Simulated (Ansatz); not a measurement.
Working through a rigid torsion scan of CH4AlNO2, SMILES [NH2][Al]([OH])[CH]=O

Program: the Ansatz DFT code, driven from Python.

Notebook, run cell by cell (the value of a cell's last expression is shown):

```python
import ansatz as az
from ase import Atoms
```

```python
atoms = Atoms(["N", "Al", "O", "C", "O", "H", "H", "H", "H"], positions=[
    [0.5499, 1.1117, 1.365],
    [-0.2339, -0.2636, 0.301],
    [-0.9229, -1.7625, 1.106],
    [-0.196, -0.0991, -1.6616],
    [0.1723, 0.8819, -2.219],
    [1.4804, 1.3188, 1.0193],
    [-0.0076, 2.0215, 1.1132],
    [-0.0741, -2.3573, 1.1721],
    [-0.6796, -0.8978, -2.2131],
])
```

```python
# start the scan from a relaxed geometry
first = az.Crystal.molecule_from_ase(atoms).calculation()
first = first.basis(gaussian="def2-SVP")
first = first.functional("HF").relax(force_tolerance=0.02, max_steps=80)
atoms.positions = first.run().report["positions_ang"]
```

    

```python
start = atoms.get_dihedral(2, 1, 0, 5)
energies = {}
for turn in range(0, 360, 40):
    turned = atoms.copy()
    turned.set_dihedral(2, 1, 0, 5, start + turn, indices=[0, 5, 6])
    calculation = az.Crystal.molecule_from_ase(turned).calculation()
    calculation = calculation.basis(gaussian="def2-SVP")
    calculation = calculation.functional("HF")
    energies[round((start + turn) % 360)] = calculation.run().report["free_energy_ev"]
floor = min(energies.values())
print("dihedral O2-Al1-N0-H5 (deg)   E - E(min) (kJ/mol)")
for angle, e in sorted(energies.items()):
    print(f"{angle:8d} {96.485332 * (e - floor):14.3f}  " + "#" * int(30 * (e - floor) / max(max(energies.values()) - floor, 1e-9)))
```

    dihedral O2-Al1-N0-H5 (deg)   E - E(min) (kJ/mol)
          20          5.005  ####
          60         26.096  #######################
         100         33.506  ##############################
         140         14.331  ############
         180          0.000
         220         14.054  ############
         260         33.394  #############################
         300         26.352  #######################
         340          5.177  ####

Notes:
- These settings explore the input space; basis and method may be short of convergence.
- The scan is rigid and the energies are electronic, in a modest basis. With rigid groups the curve can differ much from the relaxed path, the start wasn't checked as a minimum of this torsion, and equivalent turns needn't return to the same energy.
- Hardware and time: 25 s on 1 thread of Intel(R) Xeon(R) 6975P-C (Granite Rapids), with other jobs on the host, peak memory 0.25 GiB.

(Lines on the test bed's own set-up are left out of the output.)
